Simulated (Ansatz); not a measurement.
# Na3Ga (Pm-3m): relaxation of the ions, by script

A script is to give a relaxation of the ions; the system is Na3Ga (Pm-3m).

Computed with Ansatz 0.2.0 through its Python package. Level of theory: DFT PBEsol, plane waves, PAW.

## (1) The system

It takes space group Pm-3m (No. 221, cubic). The conventional cell has a = 4.832 Å, b = 4.832 Å, c = 4.832 Å, α = 90.00°, β = 90.00°, γ = 90.00°. Na (site symmetry 4/mmm) has 8 Na at 3.42 Å and 4 Ga at 3.42 Å as nearest neighbours. Ga (site symmetry m-3m) is surrounded by 12 Na at 3.42 Å.

No structure file is read: the coordinates are typed or built in the script.

## (2) The script

Contents of relax_na3ga.py:

```python
"""Geometry optimisation of Na3Ga from a disturbed start."""

import ansatz as az
import matplotlib.pyplot as plt
import numpy as np
from pymatgen.core import Structure

SETTINGS = {
    "k_spacing": 0.38,
    "functional": "PBEsol",
    "sigma": 0.15,
}

cell = (
    az.Lattice.cubic(4.831935)
    .space_group(221)
    .atom("Na", [0.5, 0.0, 0.5])
    .atom("Ga", [0.0, 0.0, 0.0])
)

calc = (
    cell.calculation()
    .kpoints(spacing=SETTINGS["k_spacing"])
    .functional(SETTINGS["functional"])
    .pseudopotentials("paw")
    .occupations(az.OccupationsMethod.FERMI_DIRAC, width=SETTINGS["sigma"])
    .relax(random_displacement=True, displacement_amplitude=0.05, displacement_seed=265)
    .potential()
)
steps = []


def follow(event):
    if event["event"] != "relax_step":
        return
    row = event["data"]
    steps.append(row)
    print(f"step {row['step']:3d}  E = {row['lagrangian_ev']:.5f} eV  largest force component = {row['allowed_force_max_ev_ang']:.4f} eV/A")


result = calc.session().plan(threads=1).execute(on_event=follow)
rep = result.report

first, last = steps[0], steps[-1]
symbols = [site.symbol for site in result.lattice.sites]
print(f"energy gained {first['lagrangian_ev'] - last['lagrangian_ev']:.4f} eV in {len(steps) - 1} steps")

moved = np.linalg.norm(np.array(last["positions_ang"]) - np.array(first["positions_ang"]), axis=1)
print("displacement by atom (A):", " ".join(f"{s}:{d:.3f}" for s, d in zip(symbols, moved)))

print("atom   start x y z (A)              end x y z (A)")
for symbol, a, b in zip(symbols, first["positions_ang"], last["positions_ang"]):
    print(f"{symbol:3s}", " ".join(f"{v:8.4f}" for v in a), "  ", " ".join(f"{v:8.4f}" for v in b))

fig, (top, bottom) = plt.subplots(2, 1, sharex=True, figsize=(4.5, 4))
top.plot([s["lagrangian_ev"] - last["lagrangian_ev"] for s in steps], "o-")
top.set_ylabel("E - E(final) (eV)")
bottom.semilogy([max(s["allowed_force_max_ev_ang"], 1e-6) for s in steps], "s-")
bottom.set(xlabel="step", ylabel="largest force (eV/A)")
fig.tight_layout()
fig.savefig("relax.png", dpi=100)

n_atoms = len(rep["lattice"]["sites"])
print("F =", round(rep["free_energy_ev"], 4), "eV for", n_atoms, "atoms")
print("E(sigma -> 0) =", round(rep["energy_sigma0_ev"], 4), "eV, TS =", round(rep["entropy_ts_ev"], 5), "eV")
print("closed by", rep["closed_by"], "after", rep["n_iterations"], "iterations")

v = result.potential()
line = v.v_es_ev.mean(axis=(0, 1))
print("planar mean of the electrostatic potential along the third grid axis (eV):")
print(np.round(line[:: max(len(line) // 12, 1)], 3))

final = Structure(result.lattice.cell_ang, [s.symbol for s in result.lattice.sites], [s.position_frac for s in result.lattice.sites])
# count neighbours out to a fixed multiple of the shortest distance
for index, (site, neighbours) in enumerate(zip(final, final.get_all_neighbors(5.5))):
    first = min(n.nn_distance for n in neighbours)
    shell = [n for n in neighbours if n.nn_distance < 1.1 * first]
    mean = sum(n.nn_distance for n in shell) / len(shell)
    print(f"atom {index} {site.specie.symbol}: {len(shell)} neighbours within 1.1 of the shortest distance, mean {mean:.3f} A")
```

## (3) The input behind the calls

The engine receives this input:

```yaml
crystal:
  lattice:
    bravais: cubic
    a: 4.831935
  space_group: 221
  atoms:
    - { symbol: Na, position: [0.5, 0.0, 0.5] }
    - { symbol: Ga, position: [0.0, 0.0, 0.0] }
kpoints:
  mp_grid:
    kspacing: 0.38
hamiltonian:
  xc: pbesol
  pseudopotentials:
    kind: paw
scf:
  occupations:
    method: fermi_dirac
    width: 0.15
relax:
  random_displacement:
    amplitude: 0.05
    seed: 265
output:
  write_potential: true
```

## (4) Launch

Command:

```sh
> python relax_na3ga.py
```

Without the output at hand: what should come out? Wanted: free energy; moves of the relaxation; energy gained; last largest force component.

**Answer**, as computed:

| quantity | value |
| --- | --- |
| free energy | -8170.6509 eV (-2042.6627 eV/atom) |
| moves of the relaxation | 2 |
| energy gained | 1.1 meV/atom |
| last largest force component | 0.0023 eV/Å |

In words: After 2 moves the largest shift is 0.041 Å, of atom 4 (Ga). The script had first distorted the structure, so the gain undoes that, in part or whole. Within 0.02 Å the atoms end in space group Pm-3m, from P1 at the start. Reading the output:
- The mesh is modest for a metal, so energies can be off by several to tens of meV an atom and pressures by half a GPa or more; differences at equal mesh fare better.
- Energies along a relaxation are free energies. A last row that repeats the one before re-solves the same geometry more tightly.
- The first row is the displaced cell, and groups found at tight tolerances show what the force threshold leaves of the kick.
- This cell is a computed structure, which may not be the phase found in nature.
